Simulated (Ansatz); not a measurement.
# CH5BrSi: a ladder of functionals and wavefunction methods

One table from this session's results is given with a row withheld; the runs are named, their logs left out.

The runs use Ansatz 0.2.0, Gaussian basis; functionals in def2-TZVPP, the program's frozen cores in correlated methods.

The runs, in order: LDA (SPW92), PBE-D4, revPBE-D4, BLYP-D4, r2SCAN-D4, B97M-V, PBE0-D4, B3LYP-D4, r2SCANh-D4, r2SCAN0-D4, HSE06-D4, BHLYP-D4, CAM-B3LYP-D4, LC-ωPBE, ωB97X-V, ωB97M-V, B2PLYP, PBE-QIDH; CCSD(T)/def2-SVP; CCSD(T)/def2-TZVPP; MP2/def2-QZVPP; extrapolation to the limit; RPA on PBE.

### Structure used throughout

An earlier PBE0-D4 in a triple-zeta def2 set relaxation fixed the geometry.

SMILES `C[SiH2]Br`, 8 atoms, charge 0, spin multiplicity 1.

Atoms are counted from 1 here; the program's logs count them from 0.

Bond lengths: C1–Si2 1.858 Å, C1–H4 1.094 Å, C1–H5 1.092 Å, C1–H6 1.092 Å, Si2–Br3 2.229 Å, Si2–H7 1.483 Å, Si2–H8 1.483 Å. Angles: Si2–C1–H4 109.9°, Si2–C1–H5 110.7°, Si2–C1–H6 110.7°, H4–C1–H5 108.5°, H4–C1–H6 108.5°, H5–C1–H6 108.5°, C1–Si2–Br3 109.7°, C1–Si2–H7 111.7°, C1–Si2–H8 111.7°, Br3–Si2–H7 107.0°, Br3–Si2–H8 107.0°, H7–Si2–H8 109.6°.

Coordinates:

| atom | x (Å) | y (Å) | z (Å) |
| --- | --- | --- | --- |
| C1 | -0.63614 | 0.76872 | -0.15505 |
| Si2 | 0.49130 | -0.70390 | -0.04274 |
| Br3 | 1.61117 | -0.64553 | 1.88354 |
| H4 | -1.18705 | 0.74405 | -1.09957 |
| H5 | -0.06372 | 1.69725 | -0.11232 |
| H6 | -1.35588 | 0.76748 | 0.66570 |
| H7 | 1.49937 | -0.70698 | -1.13040 |
| H8 | -0.26694 | -1.97819 | -0.06496 |

The first run:

The input, in.yaml:

```yaml
crystal:
  periodic: [false, false, false]
  atoms:
    - {symbol: C, position_ang: [-0.636142, 0.768722, -0.155051]}
    - {symbol: Si, position_ang: [0.491299, -0.703904, -0.042737]}
    - {symbol: Br, position_ang: [1.611166, -0.645534, 1.883544]}
    - {symbol: H, position_ang: [-1.187055, 0.744049, -1.099575]}
    - {symbol: H, position_ang: [-0.063716, 1.697255, -0.112316]}
    - {symbol: H, position_ang: [-1.355884, 0.767477, 0.665699]}
    - {symbol: H, position_ang: [1.499371, -0.706977, -1.130398]}
    - {symbol: H, position_ang: [-0.266941, -1.978187, -0.064964]}
basis:
  gaussian: {orbitals: def2-TZVPP}
hamiltonian: {xc: lda}
output: {orbitals: {seedname: orbitals}}
```

Steps of the session up to this table: LDA; PBE-D4 (GGA); revPBE-D4 (GGA); BLYP-D4 (GGA); r2SCAN-D4 (meta-GGA); B97M-V (meta-GGA); PBE0-D4 (hybrid); B3LYP-D4 (hybrid); r2SCANh-D4 (hybrid); r2SCAN0-D4 (hybrid); HSE06-D4 (hybrid); BHLYP-D4 (hybrid); CAM-B3LYP-D4 (range-separated); LC-ωPBE-D4 (range-separated; the results give it without D4); ωB97X-V (range-separated); ωB97M-V (range-separated); B2PLYP (double hybrid); PBE-QIDH (double hybrid).

One of the session's tables, all rows but one given; the rest of the session is left out.

It belongs to the step «Orbital energies across the functionals». 

| functional | HOMO (eV) | gap (eV) |
| --- | --- | --- |
| LDA (SPW92) | -7.09 | 6.07 |
| PBE-D4 | ? | ? |
| revPBE-D4 | -6.94 | 6.28 |
| BLYP-D4 | -6.83 | 6.19 |
| r2SCAN-D4 | -7.32 | 6.95 |
| B97M-V | -7.41 | 6.96 |
| PBE0-D4 | -8.26 | 8.39 |
| B3LYP-D4 | -8.01 | 7.92 |
| r2SCANh-D4 | -7.78 | 7.72 |
| r2SCAN0-D4 | -8.48 | 8.85 |
| HSE06-D4 | -7.86 | 7.62 |
| BHLYP-D4 | -9.39 | 10.45 |
| CAM-B3LYP-D4 | -9.58 | 10.74 |
| LC-ωPBE | -10.98 | 13.32 |
| ωB97X-V | -10.62 | 12.83 |
| ωB97M-V | -10.48 | 12.40 |

Q: Estimate the row for PBE-D4 from the others.

As computed: HOMO (eV): -6.98; gap (eV): 6.22. In the column «HOMO (eV)» it lies between LDA (SPW92) (-7.09) and revPBE-D4 (-6.94).
